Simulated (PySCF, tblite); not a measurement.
# C4H12FNSi2: geometry, infrared bands and NMR shifts

Wanted: the infrared bands and NMR shifts of C4H12FNSi2 (`CC1(C)NC[Si@@H](F)[SiH2]1`), by calculation.

Computed with tblite 0.8.0 and PySCF 2.14.0, with density-fitted response routines of our own, on a single molecule in the gas phase. Atoms count from 0, in the outputs and in this text.

**1. The starting structure**

20 atoms, charge 0, multiplicity 1; geometry from: force field or distance geometry start.

Bonds of the start (Å): C0–C1 1.55, C1–C2 1.52, C1–N3 1.49, N3–C4 1.48, C4–Si5 1.88, Si5–F6 1.61, Si5–Si7 2.29, Si7–C1 1.98, C0–H8 1.09, C0–H9 1.10, C0–H10 1.11, C2–H11 1.10, C2–H12 1.11, C2–H13 1.10, N3–H14 1.02, C4–H15 1.09, C4–H16 1.09, Si5–H17 1.49, Si7–H18 1.49, Si7–H19 1.49.

**2. Geometry optimisation with GFN2-xTB**

The job: settings as JSON, then the geometry in Å.

```
{"job": {"kind": "relax", "xc": "GFN2-xTB", "basis": "xTB"}, "charge": 0, "multiplicity": 1}
C     -1.251500    -0.913200     0.912800
C     -0.658600    -0.052100    -0.229900
C     -1.727000     0.185300    -1.288100
N      0.471700    -0.756700    -0.891000
C      1.699400    -0.862400    -0.062600
Si     2.198200     0.837300     0.560100
F      3.205700     1.546700    -0.473600
Si     0.067000     1.661000     0.454200
H     -0.543900    -1.101700     1.726800
H     -1.601900    -1.884100     0.541100
H     -2.132600    -0.413400     1.357100
H     -2.122400    -0.760600    -1.691000
H     -2.594400     0.740700    -0.866600
H     -1.345900     0.772100    -2.138800
H      0.176000    -1.688000    -1.177500
H      2.501600    -1.272600    -0.675800
H      1.549500    -1.547700     0.770000
H      2.793100     0.783400     1.930400
H     -0.142900     2.753000    -0.538500
H     -0.546100     1.983600     1.777700
```

The run is started by

```
$ OMP_NUM_THREADS=1 python probes_run.py task.json out
```

The driver reads the jobs from task.json and runs them one after another.

**Question.** This job is followed by: GFN2-xTB harmonic vibrations, gas phase; GIAO PBE0/pcSseg-1 NMR shielding, non-relativistic, gas phase. Predict these results of the whole session: strongest single infrared mode (GFN2-xTB); zero-point energy (GFN2-xTB); ¹³C shifts against TMS (PBE0/pcSseg-1); ¹H shifts against TMS (PBE0/pcSseg-1, means over atoms taken as alike); ¹⁵N shifts against NH3 (PBE0/pcSseg-1); ²⁹Si shifts against TMS (PBE0/pcSseg-1); ¹⁹F shifts against CFCl3 (PBE0/pcSseg-1); surface potential, 1st and 99th percentile.

**Answer**, as computed:

| quantity | value |
| --- | --- |
| strongest single infrared mode (GFN2-xTB) | 2255 cm⁻¹, 423 km/mol |
| zero-point energy (GFN2-xTB) | 96.1 kcal/mol |
| ¹³C shifts against TMS (PBE0/pcSseg-1) | 53.2, 42.7, 32.2, 28.8 ppm |
| ¹H shifts against TMS (PBE0/pcSseg-1, means over atoms taken as alike) | 5.99, 3.76, 3.43, 3.25, 2.86, 1.49, 0.96, 0.20 ppm |
| ¹⁵N shifts against NH3 (PBE0/pcSseg-1) | 73.6 ppm |
| ²⁹Si shifts against TMS (PBE0/pcSseg-1) | 45.5, -69.9 ppm |
| ¹⁹F shifts against CFCl3 (PBE0/pcSseg-1) | -236.2 ppm |
| surface potential, 1st and 99th percentile | -1.25 V and 1.32 V |

The optimisation took 94 steps and gained 0.230 eV; among the close pairs (by a distance rule), C1–Si7 changed most, from 1.982 to 1.937 Å. All 54 modes are real, so the xTB geometry is a minimum. The strongest single mode, at 2255 cm⁻¹, moves mainly H17. Unscaled tight-binding wavenumbers are off by several per cent, some by more. Its intensities can rank the bands wrongly. The most deshielded carbon is C1 (fully substituted sp3 carbon bonded to N and Si), at 53.2 ppm: pulled downfield by the heteroatom. At PBE0/pcSseg-1: The largest span, 153 ppm, is at Si5, where the paramagnetic term is -573 ppm. By nearest atom (PBE0/pcSseg-1), the HOMO sits on N3 55 %; H14, H16 about 7 % each and the LUMO on Si5 26 %; Si7 14 %.
